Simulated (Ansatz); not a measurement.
# Alloy of SrO and BaO (6 of 32 Sr sites exchanged), 64 atoms, part 2 of 2

Ansatz 0.2.0, PAW.

### Step 3. HSE06 single point

File in.yaml:

```yaml
crystal:
  lattice:
    - [10.392618, 0.000000, 0.000000]
    - [0.000000, 10.392618, 0.000000]
    - [0.000000, 0.000000, 10.392618]
  atoms:
    - { symbol: O, position: [0.248258, 0.997933, 0.996790] }
    - { symbol: O, position: [0.247974, 0.998995, 0.503082] }
    - { symbol: O, position: [0.240811, 0.501159, 0.991984] }
    - { symbol: O, position: [0.240084, 0.499879, 0.507739] }
    - { symbol: O, position: [0.752333, 0.992518, 0.991590] }
    - { symbol: O, position: [0.751809, 0.998658, 0.507156] }
    - { symbol: O, position: [0.759051, 0.507776, 0.996609] }
    - { symbol: O, position: [0.757983, 0.502091, 0.503466] }
    - { symbol: O, position: [0.006915, 0.246874, 0.992082] }
    - { symbol: O, position: [0.000621, 0.247361, 0.506943] }
    - { symbol: O, position: [0.001290, 0.751341, 0.998219] }
    - { symbol: O, position: [0.999968, 0.751541, 0.501605] }
    - { symbol: O, position: [0.491756, 0.239596, 0.998785] }
    - { symbol: O, position: [0.497306, 0.240558, 0.502152] }
    - { symbol: O, position: [0.498087, 0.757367, 0.999593] }
    - { symbol: O, position: [0.499056, 0.757909, 0.500591] }
    - { symbol: O, position: [0.006564, 0.992590, 0.249643] }
    - { symbol: O, position: [0.000940, 0.998071, 0.749613] }
    - { symbol: O, position: [0.993736, 0.507908, 0.249780] }
    - { symbol: O, position: [0.998714, 0.501286, 0.749812] }
    - { symbol: O, position: [0.494068, 0.998660, 0.249982] }
    - { symbol: O, position: [0.498657, 0.999133, 0.749885] }
    - { symbol: O, position: [0.507003, 0.503029, 0.249814] }
    - { symbol: O, position: [0.501079, 0.500178, 0.750097] }
    - { symbol: O, position: [0.256656, 0.242924, 0.252476] }
    - { symbol: O, position: [0.250843, 0.248335, 0.748912] }
    - { symbol: O, position: [0.251429, 0.755164, 0.250576] }
    - { symbol: O, position: [0.250021, 0.750836, 0.749606] }
    - { symbol: O, position: [0.740557, 0.258410, 0.260187] }
    - { symbol: O, position: [0.747717, 0.251172, 0.744330] }
    - { symbol: O, position: [0.748383, 0.745504, 0.251883] }
    - { symbol: O, position: [0.749255, 0.749155, 0.748628] }
    - { symbol: Sr, position: [0.002764, 0.996450, 0.996179] }
    - { symbol: Sr, position: [0.001119, 0.998005, 0.503484] }
    - { symbol: Sr, position: [0.999789, 0.503641, 0.996387] }
    - { symbol: Sr, position: [0.998532, 0.501777, 0.503476] }
    - { symbol: Sr, position: [0.496270, 0.997880, 0.997960] }
    - { symbol: Sr, position: [0.497996, 0.999088, 0.502060] }
    - { symbol: Sr, position: [0.249397, 0.245905, 0.996132] }
    - { symbol: Sr, position: [0.249195, 0.245955, 0.503721] }
    - { symbol: Sr, position: [0.248270, 0.752573, 0.997917] }
    - { symbol: Sr, position: [0.248039, 0.752806, 0.501972] }
    - { symbol: Sr, position: [0.749632, 0.249648, 0.503535] }
    - { symbol: Sr, position: [0.751353, 0.750129, 0.997882] }
    - { symbol: Sr, position: [0.751248, 0.750252, 0.502082] }
    - { symbol: Sr, position: [0.250672, 0.997964, 0.250203] }
    - { symbol: Sr, position: [0.249408, 0.998960, 0.749729] }
    - { symbol: Sr, position: [0.246431, 0.500043, 0.749824] }
    - { symbol: Sr, position: [0.749907, 0.997890, 0.748781] }
    - { symbol: Sr, position: [0.751079, 0.503465, 0.252324] }
    - { symbol: Sr, position: [0.752704, 0.501883, 0.748537] }
    - { symbol: Sr, position: [0.001215, 0.249445, 0.748813] }
    - { symbol: Sr, position: [0.999942, 0.750310, 0.250180] }
    - { symbol: Sr, position: [0.999871, 0.750115, 0.749683] }
    - { symbol: Sr, position: [0.497888, 0.245645, 0.252365] }
    - { symbol: Sr, position: [0.497901, 0.245935, 0.748536] }
    - { symbol: Sr, position: [0.499568, 0.753157, 0.250251] }
    - { symbol: Sr, position: [0.499552, 0.752760, 0.749795] }
    - { symbol: Ba, position: [0.499665, 0.500559, 0.998999] }
    - { symbol: Ba, position: [0.500533, 0.499445, 0.501023] }
    - { symbol: Ba, position: [0.749474, 0.250037, 0.997954] }
    - { symbol: Ba, position: [0.248597, 0.500881, 0.250022] }
    - { symbol: Ba, position: [0.749010, 0.998036, 0.251043] }
    - { symbol: Ba, position: [0.000717, 0.249957, 0.251215] }
kpoints:
  mp_grid: { grid: [1, 1, 1] }
hamiltonian:
  xc: hse06
scf:
  occupations: { method: fermi_dirac, width: 0.01 }
output:
  forces: true
  eigenvalues: true
  populations: true
  eigenstates: { kpoints: [[0, 0, 0]], e_range: [-6.0, 6.0], localisation: true }
```

Run with:

```bash
ansatz run in.yaml --threads 2 --pin off --max-ram 30400MiB --runs-dir r --events-out ev --progress --plain --backend cuda --devices 0, --max-vram 18GiB
```

Output:

```text
Pseudopotentials: kind: paw
Functional definition: HSE06
  parameter a = 0.25
  parameter omega = 0.11/bohr
  exchange = pbe_x - a*pbe_x_sr(omega) + a*exact_x_sr(omega)
  correlation = pbe_c
Crystal: 64 atoms, lattice volume = 1122.470 Å³
Basis set: ecut = 420 eV, 21975 PW (Γ), exchange–correlation on 144×144×144 points (8 copies of the dense FFT grid, shifted against one another)
Bands: 320, of which v1, the nominal top of the filled ones, is band 256 counted from 1 (255 counted from 0)
Symmetry: 1 space group operations
Space group: P1 (ITA 1), of the structure as read, at distance tolerance 1.0e-4 Å
k-points: 1
Non-local potential: O, projectors of the file, l = 0: 2, l = 1: 2, l = 2: 1
Non-local potential: Sr, projectors of the file, l = 0: 3, l = 1: 2, l = 2: 2
Non-local potential: Ba, projectors of the file, l = 0: 3, l = 1: 2, l = 2: 2, l = 3: 2
PAW form: soft (Blöchl's): semilocal exchange-correlation on the pseudo side does not see the compensation charge
PAW frozen core: O, regenerated for the run's functional, and the local potential with it (the file was generated under x = pbe(κ = 0.804, μ = 0.2195149727645171), c = pbe(β = 0.06672455060314922))
PAW frozen core: Sr, regenerated for the run's functional, and the local potential with it (the file was generated under x = pbe(κ = 0.804, μ = 0.2195149727645171), c = pbe(β = 0.06672455060314922))
PAW frozen core: Ba, regenerated for the run's functional, and the local potential with it (the file was generated under x = pbe(κ = 0.804, μ = 0.2195149727645171), c = pbe(β = 0.06672455060314922))
PAW one-centre angular grid: O, 110 points (default); XC on 96 Gauss nodes
PAW one-centre angular grid: Sr, 110 points (default); XC on 64 Gauss nodes
PAW one-centre angular grid: Ba, 194 points (default); XC on 64 Gauss nodes
Initial density: superposition of atomic densities (neutral atoms: chi_scale 0, normalization atom), corrected by the library's trained network
Initial wavefunctions: pseudopotential atomic-orbital guess
Functional: x = pbe(κ = 0.804, μ = 0.2195149727645171), c = pbe(β = 0.06672455060314922), warm-up for x = pbe(κ = 0.804, μ = 0.2195149727645171) + 0.25 (exact − pbe) at short range (hse, ω = 0.20786987370883472 Å⁻¹), c = pbe(β = 0.06672455060314922); HSE06 as pw.x's `hse` composes it (authors' and Libxc's form: `xc: wpbeh`)
SCF iter   1: F=—  HF=-146092.236475 eV  |F-HF|=—  |Δ(HF+E_count)|=         —  Δρ=4.10e-3  dr2=2.19e-1  ethr=1.77e-3  ⟨swp⟩=19.0  Hψ=1892  notcnv=0
preconditioner: auto → none  [insulator: Δε(μ)=2.542 eV  Ē_g=14.196 eV  σ=0.010 eV  W_gap=1.00  n_scr=250 (ndim 8)  ℏωp=23.5 eV  f_vac=0.000  D(μ)=0.00/eV (n_scr^D=0)]
iter 2 solved again at ethr=1.03e-6 eV; its pass at ethr=4.28e-5 eV (dr2=5.28e-3 eV) is discarded
SCF iter   2: F=—  HF=-146092.238896 eV  |F-HF|=—  |Δ(HF+E_count)|=   2.42e-3  Δρ=1.10e-3  dr2=6.29e-3  ethr=1.03e-6  ⟨swp⟩=8.0  Hψ=2115  notcnv=0  defer=5
SCF iter   3: F=—  HF=-146092.239625 eV  |F-HF|=—  |Δ(HF+E_count)|=   7.30e-4  Δρ=4.32e-4  dr2=8.36e-4  ethr=1.03e-6  ⟨swp⟩=8.0  Hψ=814  notcnv=0  defer=5
SCF iter   4: F=-146092.240288 eV  HF=-146092.240659 eV  |F-HF|=3.71e-4  |Δ(HF+E_count)|=   1.03e-3  Δρ=1.81e-4  dr2=4.69e-4  ethr=1.63e-7  ⟨swp⟩=6.0  Hψ=919  notcnv=0  defer=5
SCF 1 stopped early in 4 iterations: F = -146092.240288 eV  dr2 = 4.69e-4
Initial density: handed on by an earlier stage of this run
Initial wavefunctions: those handed on with the density
Functional: x = pbe(κ = 0.804, μ = 0.2195149727645171) + 0.25 (exact − pbe) at short range (hse, ω = 0.20786987370883472 Å⁻¹), c = pbe(β = 0.06672455060314922); HSE06 as pw.x's `hse` composes it (authors' and Libxc's form: `xc: wpbeh`)
Exchange kernel: α = 0.2500, screened, ω = 0.2079 Å⁻¹, Wigner–Seitz truncation, v(0) = 923.9057 eV·Å³, q-mesh 1×1×1, nearest image of the exchange supercell L = 10.39 Å, pair-density grid 50×50×50, without the augmentation charges, whose exchange is taken in its separable form (sized by the pseudopotential files, 72×72×72 at the most)
Frozen-core exchange: fock
SCF iter   1: F=—  HF=-146181.682037 eV  |F-HF|=—  |Δ(HF+E_count)|=         —  Δρ=7.42e-3  dr2=1.06e0  ethr=9.15e-7  ⟨swp⟩=17.0  Hψ=1834  notcnv=0
preconditioner: auto → none  [insulator: Δε(μ)=4.021 eV  Ē_g=16.297 eV  σ=0.010 eV  W_gap=1.00  n_scr=250 (ndim 8)  ℏωp=23.5 eV  f_vac=0.000  D(μ)=0.00/eV (n_scr^D=0)]
SCF iter   2: F=—  HF=-146181.465456 eV  |F-HF|=—  |Δ(HF+E_count)|=   2.17e-1  Δρ=7.66e-3  dr2=4.47e-1  ethr=9.15e-7  ⟨swp⟩=8.0  Hψ=1571  notcnv=0
SCF iter   3: F=—  HF=-146181.370543 eV  |F-HF|=—  |Δ(HF+E_count)|=   9.49e-2  Δρ=1.93e-3  dr2=4.93e-2  ethr=9.15e-7  ⟨swp⟩=6.0  Hψ=1297  notcnv=0
SCF iter   4: F=—  HF=-146181.537812 eV  |F-HF|=—  |Δ(HF+E_count)|=   1.67e-1  Δρ=1.02e-3  dr2=1.86e-2  ethr=9.15e-7  ⟨swp⟩=7.0  Hψ=1242  notcnv=0  defer=2
SCF iter   5: F=—  HF=-146181.532561 eV  |F-HF|=—  |Δ(HF+E_count)|=   5.25e-3  Δρ=1.52e-4  dr2=4.52e-4  ethr=9.15e-7  ⟨swp⟩=6.0  Hψ=852  notcnv=0  defer=2
SCF iter   6: F=—  HF=-146181.534221 eV  |F-HF|=—  |Δ(HF+E_count)|=   1.66e-3  Δρ=1.13e-4  dr2=1.18e-4  ethr=6.44e-8  ⟨swp⟩=9.0  Hψ=1000  notcnv=0  defer=2
SCF iter   7: F=-146181.534178 eV  HF=-146181.534206 eV  |F-HF|=2.79e-5  |Δ(HF+E_count)|=   1.45e-5  Δρ=5.27e-5  dr2=3.31e-5  ethr=2.24e-8  ⟨swp⟩=6.0  Hψ=748  notcnv=0  defer=1
SCF 2 stopped early in 7 iterations: F = -146181.534178 eV  dr2 = 3.31e-5
  Residual-converged pass: ⟨swp⟩=5.0  Hψ=1119  notcnv=0  max |occ|·‖R‖ = 5.2e-6 eV (tolerance 6.7e-6 eV)  dr2=3.56e-5  dr2_onsite=1.69e-6  max |Δocc| = 0.0e0
[... from here the SCF cycle lines were not kept, up to the last twenty ...]
hybrid outer 1: dexx = +1.923e-1 eV, tail = 2.53e-4 eV
SCF iter   1: F=—  HF=-146181.531596 eV  |F-HF|=—  |Δ(HF+E_count)|=         —  Δρ=3.57e-5  dr2=1.49e-5  ethr=2.47e-7  ⟨swp⟩=16.0  Hψ=839  notcnv=0
preconditioner: auto → none  [insulator: Δε(μ)=3.888 eV  Ē_g=16.266 eV  σ=0.010 eV  W_gap=1.00  n_scr=250 (ndim 8)  ℏωp=23.5 eV  f_vac=0.000  D(μ)=0.00/eV (n_scr^D=0)]
SCF iter   2: F=—  HF=-146181.531599 eV  |F-HF|=—  |Δ(HF+E_count)|=   2.57e-6  Δρ=1.34e-5  dr2=1.65e-6  ethr=2.71e-9  ⟨swp⟩=4.0  Hψ=949  notcnv=0
SCF iter   3: F=—  HF=-146181.531603 eV  |F-HF|=—  |Δ(HF+E_count)|=   4.40e-6  Δρ=1.03e-5  dr2=1.20e-6  ethr=2.27e-10  ⟨swp⟩=7.0  Hψ=953  notcnv=0  defer=4
SCF iter   4: F=—  HF=-146181.531603 eV  |F-HF|=—  |Δ(HF+E_count)|=   2.21e-7  Δρ=5.32e-6  dr2=3.31e-7  ethr=2.27e-10  ⟨swp⟩=6.0  Hψ=743  notcnv=0  defer=2
SCF iter   5: F=-146181.531603 eV  HF=-146181.531603 eV  |F-HF|=2.65e-9  |Δ(HF+E_count)|=   7.95e-8  Δρ=7.54e-7  dr2=8.16e-9  ethr=5.97e-11  ⟨swp⟩=5.0  Hψ=742  notcnv=0  defer=2
SCF 3 converged in 5 iterations: F = -146181.531603 eV  dr2 = 8.16e-9
  Residual-converged pass: ⟨swp⟩=4.0  Hψ=802  notcnv=0  max |occ|·‖R‖ = 2.2e-6 eV (tolerance 2.5e-6 eV)  dr2=7.95e-9  dr2_onsite=5.86e-10  max |Δocc| = 0.0e0
hybrid outer 2: dexx = +4.412e-6 eV, tail = 4.68e-8 eV, Δε = 1.29e-3 eV (about 2.08e-5 eV left of the loop's levels), ΔF = 2.91e-3 eV/Å (tail 2.72e-4)
NSCF: frozen V_eff on 1 k-points
hybrid SCF converged: 2 outer / 12 inner (+4 warm-up), last move |dexx| = 4.41e-6 eV, tail = 4.68e-8 eV
Stability not checked: this state was not tested for a lower state beside it, because the functional holds exact exchange (a hybrid, or Hartree-Fock), whose exchange loop this test does not read (fock_operator; see scf.lower_state_search)
Free energy (F): -146181.531603 eV
Harris-Foulkes:  -146181.531603 eV  (|F-HF|=2.65e-9)
Internal energy: -146181.531603 eV  (E = F + TS)
E sigma→0 (E₀):  -146181.531603 eV
Fermi energy:    9.634264 eV
--- Per-component energies (eV) ---
  E_band       = -2354.586953
  E_kinetic    = 13134.840570
  E_local      = -25857.665385  (includes V_loc(G=0)·N_el)
  E_nonlocal   = 7087.435633
  E_hartree    = 7372.848027
  E_xc         = -6367.966542
  E_vxc        = -6492.547773  (∫ρ·V_xc dr)
  E_exx        = -1349.405737  (= α·E_x^exact, valence–valence)
  E_paw        = -106799.147497  (= ΣΔE_a)
  E_vpaw       = -2273.611703  (= ΣTr[D̂ρ^β])
  E_aug_tail   = 0.076287  (compensation charges beyond the density's cutoff)
  E_ewald      = -33391.132065
  E_core_change = -11.414874  (= ΣΔE_core)
  E_smearing   = -0.000000  (= −TS)
  E_closure    = -0.000020  (closes the sum)
  Σ components = -146181.531603   (vs F -146181.531603, Δ=-2.91e-11)
--- Forces (eV/Å), atoms counted from 1 ---
  atom   1  O     -0.01902033     0.00133377    -0.00075747
  atom   2  O     -0.01982466     0.00360385     0.00064180
  atom   3  O     -0.03578415     0.00232939    -0.00624392
  atom   4  O     -0.03671255    -0.00153835     0.00771191
  atom   5  O      0.03670254     0.00009528    -0.01186180
  atom   6  O      0.02647752    -0.00082514    -0.00142859
  atom   7  O      0.03425047     0.00263747    -0.02209213
  atom   8  O      0.02322113    -0.00009832     0.01220281
  atom   9  O      0.01250048    -0.02750589     0.01080534
  atom  10  O      0.00952602    -0.01922559    -0.01631822
  atom  11  O      0.00755867     0.00974341     0.01454675
  atom  12  O      0.00496512     0.00992592    -0.01545349
  atom  13  O     -0.01354304    -0.02497598     0.00942794
  atom  14  O     -0.01001896    -0.01421530    -0.00754712
  atom  15  O     -0.01162598     0.00979876     0.01184056
  atom  16  O     -0.00814835     0.01007706    -0.00916935
  atom  17  O     -0.00555286     0.00008446    -0.01202448
  atom  18  O     -0.00315518     0.00657468     0.00576525
  atom  19  O     -0.00512378     0.00443904    -0.01580824
  atom  20  O     -0.01023209    -0.00820666     0.00846350
  atom  21  O      0.01490014    -0.00107614    -0.01316663
  atom  22  O      0.00845200     0.00390491     0.00901333
  atom  23  O      0.02986083     0.01815729    -0.01927830
  atom  24  O      0.02960745     0.00889112     0.00938445
  atom  25  O      0.03189856     0.03056753     0.02059639
  atom  26  O      0.02386617     0.01850697    -0.00327507
  atom  27  O      0.02853584    -0.02130131     0.00893291
  atom  28  O      0.02090213    -0.01754907    -0.00247171
  atom  29  O     -0.05341690     0.04054364     0.02901344
  atom  30  O     -0.03598475     0.03050378     0.00056879
  atom  31  O     -0.03443226    -0.00962351     0.01769864
  atom  32  O     -0.01936854    -0.01264552    -0.00388448
  atom  33  Sr     0.00280570    -0.00828803    -0.00793401
  atom  34  Sr     0.00154708    -0.00549890     0.01268261
  atom  35  Sr     0.00259536     0.00426095     0.00227149
  atom  36  Sr    -0.00144527     0.00536286     0.00024586
  atom  37  Sr    -0.00042196    -0.00600028    -0.00404690
  atom  38  Sr    -0.00217808    -0.00265459     0.00383736
  atom  39  Sr    -0.00180974     0.00635697    -0.00197202
  atom  40  Sr    -0.00000231    -0.00655931     0.00646625
  atom  41  Sr    -0.00059747     0.00626271    -0.00509478
  atom  42  Sr     0.00101993     0.00599082     0.00441513
  atom  43  Sr     0.01399490    -0.01022086     0.01008684
  atom  44  Sr    -0.01306044    -0.00298199     0.00876066
  atom  45  Sr     0.00101850    -0.00221307     0.00252098
  atom  46  Sr    -0.00891136     0.00158620    -0.00304855
  atom  47  Sr     0.00128484    -0.00032217    -0.00054126
  atom  48  Sr     0.01402611    -0.00029702    -0.00417676
  atom  49  Sr    -0.00612214     0.00283052    -0.00573832
  atom  50  Sr     0.01799836    -0.00368731    -0.00355760
  atom  51  Sr     0.00198040     0.00381523    -0.00429370
  atom  52  Sr    -0.00571282     0.00769806    -0.00790024
  atom  53  Sr    -0.00147792     0.00109998     0.00156879
  atom  54  Sr    -0.00190731    -0.00163283     0.00045682
  atom  55  Sr    -0.00409733    -0.01549212    -0.00766043
  atom  56  Sr     0.00006700    -0.00447804    -0.00641597
  atom  57  Sr    -0.00058744     0.00626286     0.00265856
  atom  58  Sr     0.00038957     0.00290137    -0.00180168
  atom  59  Ba    -0.01888620    -0.01487505     0.00318628
  atom  60  Ba    -0.01575116    -0.01820267    -0.00363048
  atom  61  Ba     0.00136024     0.00285795     0.00564561
  atom  62  Ba     0.00084690    -0.00671662     0.00014874
  atom  63  Ba     0.00474507     0.00299294    -0.00603777
  atom  64  Ba    -0.00405842    -0.00311935    -0.00686373
  max |Σ_I F_I| component: 7.06e-5 eV/Å
--- Band table (eV) ---
  k-point 0: bands = [... 244 lower levels ..., "7.1678", "7.1773", "7.1884", "7.2340", "7.2368", "7.2399", "7.2566", "7.2703", "7.2789", "7.3114", "7.3358", "7.6901", "11.5794", "11.6034", "11.6271", "12.6460", "12.6997", "12.7086", "12.7432", "12.7537", "12.7652", "12.7883", "14.1116", "14.2510", ... 52 higher levels ...]
--- Löwdin populations: 64 sites ---
  site symbol       q [e]
     0      O      7.3993
     1      O      7.3985
     2      O      7.4059
     3      O      7.4051
     4      O      7.4051
     5      O      7.4012
     6      O      7.4070
     7      O      7.4033
     8      O      7.4053
     9      O      7.4014
    10      O      7.3986
    11      O      7.3977
    12      O      7.4065
    13      O      7.4029
    14      O      7.4014
    15      O      7.4008
    16      O      7.4051
    17      O      7.3978
    18      O      7.4067
    19      O      7.3993
    20      O      7.4031
    21      O      7.3985
    22      O      7.4110
    23      O      7.4040
    24      O      7.4056
    25      O      7.3986
    26      O      7.4010
    27      O      7.3970
    28      O      7.4110
    29      O      7.4009
    30      O      7.4015
    31      O      7.3978
    32     Sr      8.3274
    33     Sr      8.3255
    34     Sr      8.3246
    35     Sr      8.3226
    36     Sr      8.3226
    37     Sr      8.3206
    38     Sr      8.3241
    39     Sr      8.3265
    40     Sr      8.3244
    41     Sr      8.3249
    42     Sr      8.3244
    43     Sr      8.3222
    44     Sr      8.3245
    45     Sr      8.3186
    46     Sr      8.3208
    47     Sr      8.3230
    48     Sr      8.3212
    49     Sr      8.3249
    50     Sr      8.3269
    51     Sr      8.3200
    52     Sr      8.3223
    53     Sr      8.3202
    54     Sr      8.3282
    55     Sr      8.3263
    56     Sr      8.3285
    57     Sr      8.3248
    58     Ba      8.2411
    59     Ba      8.2385
    60     Ba      8.2443
    61     Ba      8.2447
    62     Ba      8.2419
    63     Ba      8.2444
  spilling = 0.018060 (of n_electrons = 512.000000)
```

Run time: 47 s. Hardware: 1 × NVIDIA H100 80GB HBM3 with 2 threads of AMD EPYC 7R13, shared host; peak host memory 2.9 GiB.

Top filled level 7.690 eV, lowest empty level 11.579 eV: 3.89 eV apart at the Γ point alone.

Frontier states and how far they spread:

```tsv
level (eV)	spin	filling	atoms sharing it	main element	its share	largest atom
-0.42	both	2.00	10.3	O	0.88	O7 (0.16)
-0.41	both	2.00	12.2	O	0.89	O29 (0.14)
-0.38	both	2.00	11.9	O	0.89	O29 (0.17)
-0.35	both	2.00	10.0	O	0.87	O23 (0.17)
0.00	both	2.00	3.1	O	0.85	O23 (0.40)
3.89	both	0.00	50.5	Sr	0.42	–
3.91	both	0.00	52.5	Sr	0.44	–
3.94	both	0.00	55.3	Sr	0.46	–
```

Forces by HSE06 reach 0.07 eV/Å at most on these atoms (on O29).

### Step 4. What came out

This closing draws on all 2 parts. Changes of volume or cell count from the first structure of part 1.

| level | time | k points | top filled to lowest empty (eV) |
| --- | --- | --- | --- |
| PBEsol, relaxation | 17 s (GPU) | (¼, ¼, ¼) | 3.15 |
| HSE06 | 47 s (GPU) | Γ | 3.89 |

```
     quantity                                                                         value
   relaxation                                              5 recorded steps, 1.23 eV gained
largest shift                                                                  0.20 Å (O29)
 relaxed cell  a = 10.393 Å, b = 10.393 Å, c = 10.393 Å, α = 90.00°, β = 90.00°, γ = 90.00°
   mean bonds                                                      Ba–O 2.670, O–Sr 2.582 Å
```

**What this shows.** Relaxation gains 1.23 eV, with shifts up to 0.20 Å (O29), while the volume changes by +0.2 %. The mean lengths of the listed bonds run from O–Sr 2.58 Å to Ba–O 2.67 Å. Rows on different k points differ by sampling as well as by level. With one k point the spacing samples only the states that fold onto it, so it can exceed the gap over the zone.
